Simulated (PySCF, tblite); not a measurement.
# C₆H₈FN: geometry, infrared bands and NMR shifts

Wanted: the infrared bands and NMR shifts of C₆H₈FN (`C=C1C(F)=C1N(C)C`), by calculation.

Programs: tblite 0.8.0 and PySCF 2.14.0, with density-fitted response routines of our own. Each step states its level of theory. These are calculated values for one molecule in the gas phase, unless marked as measured. Atoms count from 0, in the outputs and in this text.

## (1) The molecule as given

16 atoms, charge 0, multiplicity 1; geometry from: force field or distance geometry start.

Bonds of the start (Å): C0–C1 1.33, C1–C2 1.38, C2–F3 1.34, C2–C4 1.36, C4–N5 1.38, N5–C6 1.46, N5–C7 1.46, C4–C1 1.38, C0–H8 1.08, C0–H9 1.08, C6–H10 1.10, C6–H11 1.09, C6–H12 1.10, C7–H13 1.10, C7–H14 1.10, C7–H15 1.10.

## (2) Geometry optimisation with GFN2-xTB

What the job is given:

```
{"job": {"kind": "relax", "xc": "GFN2-xTB", "basis": "xTB"}, "charge": 0, "multiplicity": 1}
C      2.653500    -0.859700     0.034300
C      1.774800     0.133300     0.094700
C      1.336100     1.306600     0.673800
F      0.859800     1.394300     1.921900
C      0.590300     0.724300    -0.304100
N     -0.662800     0.149100    -0.320500
C     -1.560900     0.414200    -1.434400
C     -1.267500    -0.416100     0.881800
H      2.502600    -1.673500    -0.664900
H      3.511700    -0.882500     0.683600
H     -2.231900    -0.442100    -1.603300
H     -1.010900     0.579700    -2.358600
H     -2.176900     1.297800    -1.213500
H     -2.061500    -1.130000     0.608800
H     -1.717700     0.380600     1.493100
H     -0.546400    -0.967000     1.495800
```

Launch:

```
> OMP_NUM_THREADS=1 python probes_run.py task.json out
```

One launch serves the whole session: the jobs run in the order shown.

**Question.** This job is followed by: GFN2-xTB harmonic vibrations, gas phase; GIAO PBE0/pcSseg-1 NMR shielding, non-relativistic, gas phase. What will the session give for the following? strongest single infrared mode (GFN2-xTB); zero-point energy (GFN2-xTB); 13C shifts against TMS (PBE0/pcSseg-1, means over atoms taken as alike); 1H shifts against TMS (PBE0/pcSseg-1, means over atoms taken as alike); 19F shifts against CFCl3 (PBE0/pcSseg-1); 15N shifts against NH3 (PBE0/pcSseg-1).

As calculated:

```
                                                               quantity                                value
                              strongest single infrared mode (GFN2-xTB)                1731 cm⁻¹, 594 km/mol
                                           zero-point energy (GFN2-xTB)                        77.4 kcal/mol
13C shifts against TMS (PBE0/pcSseg-1, means over atoms taken as alike)  126.5, 125.6, 120.9, 49.0, 41.6 ppm
 1H shifts against TMS (PBE0/pcSseg-1, means over atoms taken as alike)                 3.16, 3.15, 3.01 ppm
                               19F shifts against CFCl3 (PBE0/pcSseg-1)                           -170.5 ppm
                                 15N shifts against NH3 (PBE0/pcSseg-1)                             72.1 ppm
```

What this shows: The optimisation took 127 steps and gained 2.189 eV; among the close pairs (by a distance rule), C1–C4 changed most, from 1.383 to 1.469 Å. No mode is imaginary among the 42: a minimum at this level. The strongest single mode, at 1731 cm⁻¹, moves mainly C1, C4 and C0. GFN2-xTB is a fitted tight-binding method: band positions and strengths are rough. Its intensities can rank the bands wrongly. At PBE0/pcSseg-1: Shielding is most anisotropic at F3 (span 286 ppm, paramagnetic term -130 ppm).
